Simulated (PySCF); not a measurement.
# C12H12: the cost of one run

Computed with PySCF 2.14.0 and routines of our own; the level stands in each step. Atoms count from 0.

### Step 1. The system as given

24 atoms, charge 0, multiplicity 1; geometry from: GFN2-xTB.

### Step 2. Magnetic properties: GIAO PBE0/pcSseg-1

The job: settings as JSON, then the geometry in Å.

```
{"job": {"kind": "mag", "xc": "PBE0", "basis": "pcSseg-1", "isotopologues": 0}, "charge": 0, "multiplicity": 1}
C     -1.681151    -2.123602     1.607239
C     -1.319666    -1.148828     1.013872
C     -0.882709     0.025096     0.285476
C      0.561846    -0.175838    -0.095864
C      0.893502    -0.799445    -1.291637
C      2.218762    -0.994741    -1.636534
C      3.228012    -0.574681    -0.787271
C      2.904018     0.030030     0.415064
C      1.578818     0.224598     0.761045
C     -1.250688     1.343233     1.012851
C     -2.428830     1.529385     0.048063
C     -1.872617     0.411384    -0.842839
H     -1.999299    -2.977155     2.127291
H      0.109308    -1.137888    -1.953088
H      2.463698    -1.477276    -2.571573
H      4.262830    -0.724992    -1.057936
H      3.686396     0.350822     1.087736
H      1.332256     0.685726     1.706437
H     -1.503368     1.244486     2.066908
H     -0.482005     2.104647     0.892357
H     -2.509133     2.509626    -0.417177
H     -3.385070     1.270956     0.498145
H     -1.360124     0.789417    -1.725178
H     -2.576522    -0.365195    -1.135832
```

With the program's defaults for keys left out, this is: GIAO PBE0/pcSseg-1 magnetisability, rotational g tensor and spin-rotation constants, non-relativistic, gas phase.

Run with:

```
> OMP_NUM_THREADS=1 python excited_run.py task.json out
```

One launch serves the whole session: the jobs run in the order shown.

Q: Estimate the wall time and peak memory of this first job on 1 thread of Intel Xeon at 2.50GHz, shared host.

About 4.1 min, with a peak of 1.3 GiB.
